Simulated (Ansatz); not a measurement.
# CHBOS: the cost of one run

Method: PBE0-D4/def2-SVP; program: Ansatz 0.2.0, Gaussian basis.

## (1) The starting structure

SMILES `S=C1BO1`, 5 atoms, charge 0, spin multiplicity 1.

Atoms are counted from 1 here; the program's logs count them from 0.

Bond lengths: S1–C2 1.594 Å, C2–B3 1.475 Å, C2–O4 1.396 Å, B3–O4 1.358 Å, B3–H5 1.149 Å. Angles: S1–C2–B3 171.2°, S1–C2–O4 132.5°, B3–C2–O4 56.4°, C2–B3–O4 58.9°, C2–B3–H5 163.0°, O4–B3–H5 138.1°, C2–O4–B3 64.8°.

Geometry (Å):

```
S    -2.15156   -0.64996    0.16024
C    -0.63318   -0.18006    0.04593
B     0.68702    0.46231   -0.09675
O     0.57678   -0.86912    0.14513
H     1.52093    1.23682   -0.25455
```

## (2) The run

File md/in.yaml:

```yaml
crystal:
  periodic: [false, false, false]
  atoms:
    - {symbol: S, position_ang: [-2.151560, -0.649960, 0.160240]}
    - {symbol: C, position_ang: [-0.633180, -0.180060, 0.045930]}
    - {symbol: B, position_ang: [0.687020, 0.462310, -0.096750]}
    - {symbol: O, position_ang: [0.576780, -0.869120, 0.145130]}
    - {symbol: H, position_ang: [1.520930, 1.236820, -0.254550]}
basis:
  gaussian: {orbitals: def2-SVP}
hamiltonian: {xc: pbe0, dispersion: d4}
md: {n_steps: 40, timestep: 0.5, temperature: 500, ensemble: nvt_langevin, seed: 97, friction: 0.002, initial_velocities: maxwell_boltzmann}
```

Launch:

```bash
$ ansatz run in.yaml --threads 2 --pin off --events-out ev --progress --plain --max-ram 3481MiB
```

Q: Estimate wall time and peak memory on 2 threads of Intel Xeon at 2.50GHz, shared host.

About 3.7 min, with a peak of 0.12 GiB.
